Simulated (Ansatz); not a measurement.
**C₂H₉InSi: how energies converge with the basis set**

How large a basis does C₂H₉InSi need? Two functionals are run in growing sets.

Method: one geometry, several basis sets; program: Ansatz 0.2.0, Gaussian basis.

Plan: PBE0-D4/def2-SVP; ωB97M-V/def2-SVP; PBE0-D4/def2-QZVPP; ωB97M-V/def2-QZVPP; the functionals' def2-TZVPP values are taken from earlier runs.

## (1) The geometry

The geometry comes from an earlier relaxation with PBE0-D4 in a triple-zeta def2 set; it is a stationary point, not always the lowest conformer. In takes the def2 core potential; no spin-orbit term is included.

13 atoms, charge 0, spin multiplicity 1.

Atoms are counted from 1 here; the program's logs count them from 0.

Bond lengths: C1–In2 2.163 Å, C1–H5 1.090 Å, C1–H6 1.093 Å, C1–H7 1.092 Å, In2–C3 2.163 Å, In2–Si4 2.585 Å, C3–H8 1.090 Å, C3–H9 1.093 Å, C3–H10 1.092 Å, Si4–H11 1.491 Å, Si4–H12 1.493 Å, Si4–H13 1.491 Å. Angles: In2–C1–H5 112.2°, In2–C1–H6 109.3°, In2–C1–H7 109.9°, H5–C1–H6 108.7°, H5–C1–H7 109.1°, H6–C1–H7 107.5°, C1–In2–C3 117.3°, C1–In2–Si4 121.4°, C3–In2–Si4 121.3°, In2–C3–H8 112.2°, In2–C3–H9 109.3°, In2–C3–H10 110.0°, H8–C3–H9 108.6°, H8–C3–H10 109.1°, H9–C3–H10 107.6°, In2–Si4–H11 112.8°, In2–Si4–H12 109.9°, In2–Si4–H13 112.8° and more.

## (2) PBE0-D4 in def2-SVP

Input file in.yaml:

```yaml
crystal:
  periodic: [false, false, false]
  atoms:
    - {symbol: C, position_ang: [-0.330763, 2.138091, -0.550791]}
    - {symbol: In, position_ang: [0.085946, 0.098017, 0.034860]}
    - {symbol: C, position_ang: [1.599348, -0.211391, 1.549006]}
    - {symbol: Si, position_ang: [-1.213390, -1.887769, -0.989839]}
    - {symbol: H, position_ang: [-1.010189, 2.191148, -1.401130]}
    - {symbol: H, position_ang: [-0.780777, 2.671588, 0.290585]}
    - {symbol: H, position_ang: [0.600242, 2.649835, -0.805134]}
    - {symbol: H, position_ang: [1.841399, -1.265971, 1.678656]}
    - {symbol: H, position_ang: [1.242516, 0.185148, 2.503238]}
    - {symbol: H, position_ang: [2.508163, 0.334028, 1.284792]}
    - {symbol: H, position_ang: [-1.681946, -1.617104, -2.379264]}
    - {symbol: H, position_ang: [-2.429081, -2.176337, -0.172065]}
    - {symbol: H, position_ang: [-0.410968, -3.143983, -1.028213]}
basis:
  gaussian: {orbitals: def2-SVP}
hamiltonian: {xc: pbe0, dispersion: d4}
output: {orbitals: {seedname: orbitals}}
```

Command:

```
> ansatz run in.yaml --threads 4 --pin off --events-out ev --progress --plain --max-ram 10444MiB
```

Further steps of the session: ωB97M-V in def2-SVP; PBE0-D4 in def2-QZVPP; ωB97M-V in def2-QZVPP.

Q: Predict the results of all the runs planned. Wanted: PBE0-D4: double and triple zeta above quadruple; ωB97M-V: double and triple zeta above quadruple.

As calculated:

| quantity | value |
| --- | --- |
| PBE0-D4: double and triple zeta above quadruple | 5.91, 0.44 eV |
| ωB97M-V: double and triple zeta above quadruple | 6.13, 0.43 eV |

What this shows: PBE0-D4 gains 5.47 eV from double to triple zeta, then 0.44 eV more. These are total energies; as a rule much of such shifts cancels in differences, which this series doesn't test.
